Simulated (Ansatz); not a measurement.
**FH₃NOSi radical: small, medium and large basis sets**

One table from this session's results is given with a row withheld; the runs are named, their logs left out.

Program: Ansatz 0.2.0, Gaussian basis. Level of theory: one geometry, several basis sets. These are calculated values, not measurements.

The runs, in order: PBE0-D4/def2-SVP; ωB97M-V/def2-SVP; PBE0-D4/def2-QZVPP; ωB97M-V/def2-QZVPP; CCSD(T)/cc-pV(D+d)Z; CCSD(T)/cc-pV(T+d)Z; CCSD(T)/cc-pV(Q+d)Z; the functionals' def2-TZVPP values are taken from earlier runs.

## The relaxed structure

The geometry comes from an earlier relaxation with PBE0-D4 in a triple-zeta def2 set; it is a stationary point, not always the lowest conformer.

SMILES `[NH][SiH](O)F`, 7 atoms, charge 0, spin multiplicity 2.

Atoms are counted from 1 here; the program's logs count them from 0.

Bond lengths: N1–Si2 1.741 Å, N1–H5 1.020 Å, Si2–O3 1.623 Å, Si2–F4 1.592 Å, Si2–H6 1.474 Å, O3–H7 0.960 Å. Angles: Si2–N1–H5 117.1°, N1–Si2–O3 107.8°, N1–Si2–F4 104.5°, N1–Si2–H6 118.3°, O3–Si2–F4 111.9°, O3–Si2–H6 106.6°, F4–Si2–H6 107.7°, Si2–O3–H7 117.8°.

Set-up of the first run:

Input file in.yaml:

```yaml
crystal:
  periodic: [false, false, false]
  atoms:
    - {symbol: N, position_ang: [-0.666588, 0.653637, -1.073016]}
    - {symbol: Si, position_ang: [-0.101325, -0.148845, 0.365127]}
    - {symbol: O, position_ang: [1.496118, -0.389935, 0.204503]}
    - {symbol: F, position_ang: [-0.909081, -1.519877, 0.401462]}
    - {symbol: H, position_ang: [-1.287492, 1.452870, -0.944799]}
    - {symbol: H, position_ang: [-0.297269, 0.522275, 1.662403]}
    - {symbol: H, position_ang: [1.826937, -0.638025, -0.661381]}
basis:
  gaussian: {orbitals: def2-SVP}
magnetization: {spin_polarized: true, initial_magnetization: 1}
hamiltonian: {xc: pbe0, dispersion: d4}
output: {orbitals: {seedname: orbitals}}
```

Started as:

```
ansatz run in.yaml --threads 2 --pin off --events-out ev --progress --plain --max-ram 32768MiB --backend cpu
```

Among the steps run: PBE0-D4 in def2-SVP; ωB97M-V in def2-SVP; PBE0-D4 in def2-QZVPP; ωB97M-V in def2-QZVPP.

One table of the session follows, with a row left open; its other results are not shown here.

It belongs to the step «Functionals by basis». 

```
functional       basis  HOMO (eV)  LUMO (eV)
   PBE0-D4    def2-SVP      -8.09      -3.47
   PBE0-D4  def2-TZVPP      -8.38      -3.74
   PBE0-D4  def2-QZVPP      -8.44      -3.81
   ωB97M-V    def2-SVP          ?          ?
   ωB97M-V  def2-TZVPP     -10.74      -1.66
   ωB97M-V  def2-QZVPP     -10.79      -1.75
```

Q: Estimate the row for ωB97M-V, def2-SVP from the others.

**Answer.** HOMO (eV): -10.42; LUMO (eV): -1.27. In the column «HOMO (eV)» it lies between ωB97M-V, def2-TZVPP (-10.74) and PBE0-D4, def2-QZVPP (-8.44).
